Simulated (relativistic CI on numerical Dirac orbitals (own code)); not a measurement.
# Mo¹⁰⁺: one ion under different settings

Aim: see what numerical and physical settings do to the SCF, the total energy and the lowest levels of Mo¹⁰⁺.

Method: Dirac-Coulomb-Breit CI, KLI orbitals optimised for each configuration, model QED (radiative potential, 1s self-energy scaled to tabulated hydrogen-like ionisation energies), numerical settings as typed. Code: relativistic CI on numerical Dirac orbitals (own code) version 3.

## Step 1: The system

- ion: Mo¹⁰⁺ (Mo XI)
- nuclear charge: 42
- electrons: 32
- isotope: A = 98

## Step 2: Usual settings

The run's settings:

```ini
atom Mo  Z=42  charge=10  electrons=32
nucleus A=98  rms_radius_fm=4.4091
hamiltonian dirac-coulomb  breit=on  qed=on  c_scale=1
orbitals kli  potential=per-configuration
slater_scale 1
correlation none
mixing on
grid step=0.0125 r_max=13.5
scf mixing=0.4 start=green max_iterations=150 tolerance=2e-08 node_fill=0.05
configurations
  [Ar] 3d10 4s2 4p2
end
```

Run with:

```sh
$ python run_levels.py task.json out
```

One command runs all members of the session, one after another, from task.json.

## Step 3: Start potential previous, end of the grid 40.5, QED terms off

The run's settings:

```ini
atom Mo  Z=42  charge=10  electrons=32
nucleus A=98  rms_radius_fm=4.4091
hamiltonian dirac-coulomb  breit=on  qed=off  c_scale=1
orbitals kli  potential=per-configuration
slater_scale 1
correlation none
mixing on
grid step=0.0125 r_max=40.5
scf mixing=0.4 start=previous max_iterations=150 tolerance=2e-08 node_fill=0.05
configurations
  [Ar] 3d10 4s2 4p2
end
```

## Step 4: Grid step 0.04, iteration limit 20, Breit term off

The run's settings:

```ini
atom Mo  Z=42  charge=10  electrons=32
nucleus A=98  rms_radius_fm=4.4091
hamiltonian dirac-coulomb  breit=off  qed=on  c_scale=1
orbitals kli  potential=per-configuration
slater_scale 1
correlation none
mixing on
grid step=0.04 r_max=13.5
scf mixing=0.4 start=green max_iterations=20 tolerance=2e-08 node_fill=0.05
configurations
  [Ar] 3d10 4s2 4p2
end
```

## Step 5: Node fill 0.2, grid step 0.006

The run's settings:

```ini
atom Mo  Z=42  charge=10  electrons=32
nucleus A=98  rms_radius_fm=4.4091
hamiltonian dirac-coulomb  breit=on  qed=on  c_scale=1
orbitals kli  potential=per-configuration
slater_scale 1
correlation none
mixing on
grid step=0.006 r_max=13.5
scf mixing=0.4 start=green max_iterations=150 tolerance=2e-08 node_fill=0.2
configurations
  [Ar] 3d10 4s2 4p2
end
```

## Step 6: Tolerance 1e-10, speed-of-light factor 1.25

The run's settings:

```ini
atom Mo  Z=42  charge=10  electrons=32
nucleus A=98  rms_radius_fm=4.4091
hamiltonian dirac-coulomb  breit=on  qed=on  c_scale=1.25
orbitals kli  potential=per-configuration
slater_scale 1
correlation none
mixing on
grid step=0.0125 r_max=13.5
scf mixing=0.4 start=green max_iterations=150 tolerance=1e-10 node_fill=0.05
configurations
  [Ar] 3d10 4s2 4p2
end
```

(Steps that only read results are left out.)

**Question.** What will these runs give? Wanted: lowest level, usual settings; total energy; first excitation.

As calculated:

| setting | total energy less usual (Ha) | largest shift of a level among the lowest eight of both runs, same label and place (cm⁻¹) | SCF iterations | time | lowest level | kind of change |
| --- | --- | --- | --- | --- | --- | --- |
| usual | 0 | 0 | 10 | 0.061 s | 4p2 3P0 | - |
| start potential previous, end of the grid 40.5, QED terms off | -1.62 | 89.0 | 11 | 0.04 s | 4p2 3P0 | model term |
| grid step 0.04, iteration limit 20, Breit term off | -2.42 | 771 | 12 | 0.028 s | 4p2 3P0 | model term |
| node fill 0.2, grid step 0.006 | 0.000628 | 123 | 11 | 0.13 s | 4p2 3P0 | numerical |
| tolerance 1e-10, speed-of-light factor 1.25 | 25.6 | 15500 | 12 | 0.065 s | 4p2 3P0 | unphysical constant |

| quantity | value |
| --- | --- |
| lowest level, usual settings | 4p2 3P0 |
| total energy | -4013.0476 Ha |
| first excitation | 16833.1 cm⁻¹ |

Among the runs whose levels can be followed, they move most under «tolerance 1e-10, speed-of-light factor 1.25» (unphysical constant), by up to 15500 cm⁻¹. Only the listed configurations are in the model.
